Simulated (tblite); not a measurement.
# C4H13NSi4: the cost of one run

Programs: tblite 0.8.0 and PySCF 2.14.0, with density-fitted response routines of our own. Each step states its level of theory. These are calculated values for one molecule, in the gas phase or a continuum, unless marked as measured. Atoms are numbered from 0 throughout.

## Step 1: The starting structure

22 atoms, charge 0, multiplicity 1; geometry from: force field or distance geometry start.

Bonds of the start (Å): Si0–N1 1.73, N1–Si2 1.71, N1–C3 1.44, C3–C4 1.35, C4–Si5 1.85, Si5–C6 1.85, C6–C7 1.34, C7–Si8 1.86, Si8–C3 2.02, Si0–H9 1.50, Si0–H10 1.48, Si0–H11 1.48, Si2–H12 1.50, Si2–H13 1.49, Si2–H14 1.49, C4–H15 1.09, Si5–H16 1.49, Si5–H17 1.48, C6–H18 1.08, C7–H19 1.09, Si8–H20 1.48, Si8–H21 1.48.

## Step 2: Relaxing the molecule with GFN2-xTB

Job settings and geometry (Å):

```
{"job": {"kind": "relax", "xc": "GFN2-xTB", "basis": "xTB"}, "charge": 0, "multiplicity": 1}
Si    -2.595300    -1.181500     0.513400
N     -1.551500     0.013400    -0.175500
Si    -2.604400     1.022000    -1.066700
C     -0.121700     0.122500    -0.076400
C      0.552700     1.288500    -0.150600
Si     2.365200     1.635200    -0.104600
C      3.282800     0.033000    -0.162400
C      2.739700    -1.188800    -0.055900
Si     0.939600    -1.583300     0.166700
H     -3.868300    -0.589100     1.038300
H     -2.878500    -2.218000    -0.511200
H     -1.922900    -1.820800     1.663700
H     -3.453300     1.825300    -0.127800
H     -1.810700     1.963800    -1.898200
H     -3.456500     0.231600    -1.994400
H      0.011400     2.223500    -0.259600
H      2.707200     2.357400     1.153100
H      2.758100     2.464500    -1.263200
H      4.352900     0.142400    -0.282300
H      3.365700    -2.075500    -0.102700
H      0.477400    -2.552800    -0.849400
H      0.700000    -2.093900     1.537900
```

Run with:

```
> OMP_NUM_THREADS=1 python probes_run.py task.json out
```

This one command runs all jobs of the session in turn.

**Question.** How long does this first job take on 1 thread of Arm Neoverse V2, shared host?

About 2 s.
